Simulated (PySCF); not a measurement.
# C₃H₇BFO−: electronic excitations and core binding energies

What electronic excitations and core binding energies should C₃H₇BFO− (`CC(=O)C[BH2-]F`) show?

Computed with PySCF 2.14.0, with density-fitted response routines of our own, on a single molecule in the gas phase. Atoms are numbered from 0 throughout.

### Step 1. Starting geometry

13 atoms, charge -1, multiplicity 1; geometry from: GFN2-xTB.

Bonds of the start (Å): C0–C1 1.52, C1–O2 1.23, C1–C3 1.45, C3–B4 1.71, B4–F5 1.43, C0–H6 1.09, C0–H7 1.09, C0–H8 1.09, C3–H9 1.09, C3–H10 1.09, B4–H11 1.21, B4–H12 1.21.

### Step 2. Ultraviolet spectrum: CAM-B3LYP/def2-SVPD

What the job is given:

```
{"job": {"kind": "uv", "xc": "CAM-B3LYP", "basis": "def2-SVPD", "nstates": 8, "ntriplets": 3}, "charge": -1, "multiplicity": 1}
C      1.693552     0.162308     0.075085
C      0.587176    -0.880838     0.181377
O      0.734838    -1.860638     0.906799
C     -0.608774    -0.572654    -0.579834
B     -1.533708     0.597745     0.262933
F     -0.901793     1.872446     0.090339
H      2.131555     0.132500    -0.922861
H      2.471555    -0.026192     0.813885
H      1.259100     1.144968     0.231154
H     -1.238547    -1.450664    -0.713558
H     -0.378054    -0.113251    -1.538321
H     -2.623316     0.642768    -0.267433
H     -1.597971     0.351988     1.442708
```

Method: TDDFT CAM-B3LYP/def2-SVPD, vertical, gas phase, core orbitals frozen in the response.

Command:

```bash
$ OMP_NUM_THREADS=1 python probes_run.py task.json out
```

The driver reads the jobs from task.json and runs them one after another.

**Question.** This job is followed by: delta-SCF UKS SCAN, pcX-2 on the ionised atom, pcseg-1 elsewhere, spin-free X2C. Predict these results of the whole session: lowest singlet (CAM-B3LYP/def2-SVPD); brightest single state of those computed; lowest triplet; C1s binding energies, SCAN/pcX-2; O1s binding energies, SCAN/pcX-2; B1s binding energies, SCAN/pcX-2; F1s binding energies, SCAN/pcX-2.

The runs gave:

| quantity | value |
| --- | --- |
| lowest singlet (CAM-B3LYP/def2-SVPD) | 4.72 eV (263 nm), f = 0.006 |
| brightest single state of those computed | state 4, 6.26 eV, f = 0.162 |
| lowest triplet | 4.21 eV |
| C1s binding energies, SCAN/pcX-2 | C1 287.97, C0 286.36, C3 284.93 eV |
| O1s binding energies, SCAN/pcX-2 | O2 532.18 eV |
| B1s binding energies, SCAN/pcX-2 | B4 189.67 eV |
| F1s binding energies, SCAN/pcX-2 | F5 685.65 eV |

The first singlet state (HOMO→LUMO+2 0.29, HOMO−2→LUMO+2 0.17) lies at 4.72 eV and is weak; of the 8 states computed, the strongest absorption comes from state 4 at 6.26 eV. The lowest triplet lies 0.50 eV below the lowest singlet (triplets in Tamm-Dancoff, singlets in full TDDFT). The lowest singlet lies above −ε(HOMO); no detachment energy was computed, so the anion's states may not be bound. C1 (ketone carbonyl carbon) binds its C1s electron 3.04 eV more tightly than C3 (sp3 CH2 bonded to B, α to a carbonyl).
